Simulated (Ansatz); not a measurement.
# C2H10BNSi2: a ladder of functionals and wavefunction methods

One table from this session's results is given with a row withheld; the runs are named, their logs left out.

The runs use Ansatz 0.2.0, Gaussian basis; functionals in def2-TZVPP, the program's frozen cores in correlated methods.

The runs, in order: LDA (SPW92), PBE-D4, revPBE-D4, BLYP-D4, r2SCAN-D4, B97M-V, PBE0-D4, B3LYP-D4, r2SCANh-D4, r2SCAN0-D4, HSE06-D4, BHLYP-D4, CAM-B3LYP-D4, LC-ωPBE, ωB97X-V, ωB97M-V, B2PLYP, PBE-QIDH; CCSD(T)/def2-SVP; CCSD(T)/def2-TZVPP; MP2/def2-QZVPP; extrapolation to the limit; RPA on PBE.

## The relaxed structure

An earlier PBE0-D4 in a triple-zeta def2 set relaxation fixed the geometry.

16 atoms, charge 0, spin multiplicity 1.

Atoms are counted from 1 here; the program's logs count them from 0.

Bond lengths: B1–N2 1.408 Å, B1–H7 1.194 Å, B1–H8 1.198 Å, N2–C3 1.402 Å, N2–Si5 1.773 Å, C3–C4 1.330 Å, C3–H9 1.086 Å, C4–H10 1.081 Å, C4–H11 1.084 Å, Si5–Si6 2.348 Å, Si5–H12 1.489 Å, Si5–H13 1.481 Å, Si6–H14 1.489 Å, Si6–H15 1.486 Å, Si6–H16 1.487 Å. Angles: N2–B1–H7 119.5°, N2–B1–H8 118.7°, H7–B1–H8 121.8°, B1–N2–C3 120.0°, B1–N2–Si5 120.9°, C3–N2–Si5 119.0°, N2–C3–C4 126.1°, N2–C3–H9 113.5°, C4–C3–H9 120.4°, C3–C4–H10 119.8°, C3–C4–H11 123.2°, H10–C4–H11 117.0°, N2–Si5–Si6 110.9°, N2–Si5–H12 109.6°, N2–Si5–H13 106.2°, Si6–Si5–H12 110.3°, Si6–Si5–H13 110.6°, H12–Si5–H13 109.1° and more.

The first run:

in.yaml reads:

```yaml
crystal:
  periodic: [false, false, false]
  atoms:
    - {symbol: B, position_ang: [-1.846036, -1.344480, -0.736246]}
    - {symbol: N, position_ang: [-0.577306, -0.858891, -0.367321]}
    - {symbol: C, position_ang: [0.468822, -0.849624, -1.300611]}
    - {symbol: C, position_ang: [1.723814, -0.477687, -1.067152]}
    - {symbol: Si, position_ang: [-0.295473, -0.178191, 1.245094]}
    - {symbol: Si, position_ang: [0.249644, 2.101877, 1.108828]}
    - {symbol: H, position_ang: [-2.732042, -1.341354, 0.064433]}
    - {symbol: H, position_ang: [-2.005081, -1.747956, -1.852555]}
    - {symbol: H, position_ang: [0.169513, -1.185198, -2.289045]}
    - {symbol: H, position_ang: [2.449507, -0.500971, -1.868394]}
    - {symbol: H, position_ang: [2.076525, -0.156191, -0.093686]}
    - {symbol: H, position_ang: [0.795665, -0.931421, 1.922308]}
    - {symbol: H, position_ang: [-1.555248, -0.368578, 2.000263]}
    - {symbol: H, position_ang: [-0.150768, 2.761231, 2.382626]}
    - {symbol: H, position_ang: [1.705474, 2.324808, 0.907798]}
    - {symbol: H, position_ang: [-0.499908, 2.729927, -0.011940]}
basis:
  gaussian: {orbitals: def2-TZVPP}
hamiltonian: {xc: lda}
output: {orbitals: {seedname: orbitals}}
```

Steps of the session up to this table: LDA; PBE-D4 (GGA); revPBE-D4 (GGA); BLYP-D4 (GGA); r2SCAN-D4 (meta-GGA); B97M-V (meta-GGA); PBE0-D4 (hybrid); B3LYP-D4 (hybrid); r2SCANh-D4 (hybrid); r2SCAN0-D4 (hybrid); HSE06-D4 (hybrid); BHLYP-D4 (hybrid); CAM-B3LYP-D4 (range-separated); LC-ωPBE (range-separated); ωB97X-V (range-separated); ωB97M-V (range-separated); B2PLYP (double hybrid); PBE-QIDH (double hybrid).

One of the session's tables, all rows but one given; the rest of the session is left out.

It belongs to the step «Orbital energies across the functionals». 

| functional | HOMO (eV) | gap (eV) |
| --- | --- | --- |
| LDA (SPW92) | -6.26 | 4.32 |
| PBE-D4 | -6.06 | 4.38 |
| revPBE-D4 | -5.98 | 4.40 |
| BLYP-D4 | -5.88 | 4.35 |
| r2SCAN-D4 | -6.21 | 4.83 |
| B97M-V | -6.27 | 4.81 |
| PBE0-D4 | -7.07 | 6.35 |
| B3LYP-D4 | -6.86 | 5.92 |
| r2SCANh-D4 | ? | ? |
| r2SCAN0-D4 | -7.19 | 6.65 |
| HSE06-D4 | -6.68 | 5.58 |
| BHLYP-D4 | -7.95 | 8.23 |
| CAM-B3LYP-D4 | -8.33 | 8.66 |
| LC-ωPBE | -9.67 | 11.15 |
| ωB97X-V | -9.30 | 10.67 |
| ωB97M-V | -9.24 | 10.36 |

Q: Estimate the row for r2SCANh-D4 from the others.

Worked estimate for «HOMO (eV)». Against the share of exact exchange, r2SCAN-D4 (0, -6.21), r2SCAN0-D4 (0.25, -7.19) give a slope of -3.92 per unit share; at 0.1 the line stands at -6.60.

As computed: HOMO (eV): -6.60; gap (eV): 5.56. In «HOMO (eV)» the line misses by 0.00.
